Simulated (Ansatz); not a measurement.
# W8S15 (Tungstenite): the cost of one run

Program: Ansatz 0.2.0. Level of theory: DFT, PBE, plane-wave PAW, default files, scalar-relativistic, as far as a step names no other. These are calculated values, not measurements.

The COD entry's cell or inner coordinates are ideal or old and differ from later refinements, so a difference from it is no clean test against experiment.

**1. Starting point**

It takes space group P3m1 (No. 156, trigonal). Conventional cell: a = 6.360 Å, b = 6.360 Å, c = 12.500 Å, α = 90.00°, β = 90.00°, γ = 120.00°. W (site symmetry 3m) has 6 S at 2.41 Å as nearest neighbours. W (site symmetry m) has 6 S at 2.41 Å as nearest neighbours. W (site symmetry m) has 5 S at 2.41 Å as nearest neighbours. S (site symmetry m) is surrounded by 3 W at 2.41 Å. S (site symmetry 3m) has 3 W at 2.41 Å as nearest neighbours. Only part of the 11 independent sites is listed.

Coordinates:

```
W S
1.0
     6.36000    0.00000    0.00000
    -3.18000    5.50792    0.00000
     0.00000    0.00000   12.50000
W S
8 15
Direct
  0.16667 0.33333 0.25000
  0.16667 0.83333 0.25000
  0.66667 0.33333 0.25000
  0.66667 0.83333 0.25000
  0.33333 0.16667 0.75000
  0.33333 0.66667 0.75000
  0.83333 0.16667 0.75000
  0.83333 0.66667 0.75000
  0.16667 0.83333 0.62500
  0.66667 0.33333 0.62500
  0.66667 0.83333 0.62500
  0.33333 0.16667 0.12500
  0.33333 0.66667 0.12500
  0.83333 0.16667 0.12500
  0.83333 0.66667 0.12500
  0.16667 0.33333 0.87500
  0.16667 0.83333 0.87500
  0.66667 0.33333 0.87500
  0.66667 0.83333 0.87500
  0.33333 0.16667 0.37500
  0.33333 0.66667 0.37500
  0.83333 0.16667 0.37500
  0.83333 0.66667 0.37500
```

The vacant site is at (0.167, 0.333, 0.625) in fractional coordinates of the input's cell.

**2. First run, atoms as given**

The input, input.yaml:

```yaml
crystal:
  lattice:
    - [6.36, 0.0, 0.0]
    - [-3.18, 5.507921568, 0.0]
    - [0.0, 0.0, 12.5]
  atoms:
    - { symbol: W, position: [0.1666666666, 0.3333333334, 0.25] }
    - { symbol: W, position: [0.1666666666, 0.8333333334, 0.25] }
    - { symbol: W, position: [0.6666666666, 0.3333333334, 0.25] }
    - { symbol: W, position: [0.6666666666, 0.8333333334, 0.25] }
    - { symbol: W, position: [0.3333333334, 0.1666666666, 0.75] }
    - { symbol: W, position: [0.3333333334, 0.6666666666, 0.75] }
    - { symbol: W, position: [0.8333333334, 0.1666666666, 0.75] }
    - { symbol: W, position: [0.8333333334, 0.6666666666, 0.75] }
    - { symbol: S, position: [0.1666666666, 0.8333333334, 0.625] }
    - { symbol: S, position: [0.6666666666, 0.3333333334, 0.625] }
    - { symbol: S, position: [0.6666666666, 0.8333333334, 0.625] }
    - { symbol: S, position: [0.3333333334, 0.1666666666, 0.125] }
    - { symbol: S, position: [0.3333333334, 0.6666666666, 0.125] }
    - { symbol: S, position: [0.8333333334, 0.1666666666, 0.125] }
    - { symbol: S, position: [0.8333333334, 0.6666666666, 0.125] }
    - { symbol: S, position: [0.1666666666, 0.3333333334, 0.875] }
    - { symbol: S, position: [0.1666666666, 0.8333333334, 0.875] }
    - { symbol: S, position: [0.6666666666, 0.3333333334, 0.875] }
    - { symbol: S, position: [0.6666666666, 0.8333333334, 0.875] }
    - { symbol: S, position: [0.3333333334, 0.1666666666, 0.375] }
    - { symbol: S, position: [0.3333333334, 0.6666666666, 0.375] }
    - { symbol: S, position: [0.8333333334, 0.1666666666, 0.375] }
    - { symbol: S, position: [0.8333333334, 0.6666666666, 0.375] }
total_charge: 2
kpoints:
  mp_grid: { grid: [4, 4, 2] }
scf:
  occupations: { method: fermi_dirac, width: 0.01 }
hamiltonian:
  xc: pbe
  pseudopotentials: { kind: paw }
output:
  forces: true
  stress: true
  populations: true
  efg: { quadrupole_moments_barn: { S: -0.0694 }, contact_densities: true }
  write_density: true
  write_potential: true
  elf: true
  volumetric_format: npy
```

Launch:

```
ansatz run input.yaml --threads 1 --pin off --max-ram 3072MiB --backend cpu --events-out ev --progress --plain --runs-dir out
```

What time and memory should one allow on 1 thread of Arm Neoverse V2, shared host?

About 65 s, with a peak of 0.83 GiB.
